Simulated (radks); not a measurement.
**Al⁴⁺ in [He] 2s2 2p5: an all-electron calculation**

An exercise on one series of results from a longer session: the logs are not shown, and one member is left open.

Program: radks (a radial shooting solver on a logarithmic mesh, Libxc functionals) version 1. Level of theory: non-relativistic Kohn-Sham, BLYP, spin-polarised, spherical densities, point nucleus; open shells are filled with parallel spins first. These are calculated values, not measurements, unless marked.

## The atom as given

```
element       : aluminium (Z = 13)
charge        : +4
electrons     : 9
configuration : [He] 2s2 2p5
```

Outer shells as boxes (Hund's rule):

Al⁴⁺
```
[He] core
2s [↑↓]
2p [↑↓][↑↓][↑ ]
```

The first run:

The run's settings:

```text
Z 13
configuration [He] 2s2 2p5
relativity non-relativistic
functional b88,lyp
spin polarised
nucleus point
```

The run is started by

```sh
python run_ks.py task.json out
```

All runs below come from this command, one after another.

One table of the session follows, with a row left open; its other results are not shown here.

It belongs to the step «Shells». Sizes of the orbitals, from the radial functions (bohr):

```
  level     <r>  outermost maximum (interpolated)  90 % within
  1s up       ?                                 ?            ?
1s down  0.1204                            0.0787        0.215
  2s up  0.6042                             0.488        0.948
2s down  0.6075                             0.490        0.954
  2p up  0.5641                             0.414        0.941
2p down  0.5692                             0.416        0.951
```

Estimate the missing values for 1s up.

The run gave: <r>: 0.1205; outermost maximum (interpolated): 0.0787; 90 % within: 0.215. In the column «<r>» it lies between 1s down (0.1204) and 2p up (0.5641).

To keep in mind: Open shells are spherical and high-spin; term and fine-structure splittings are not resolved.
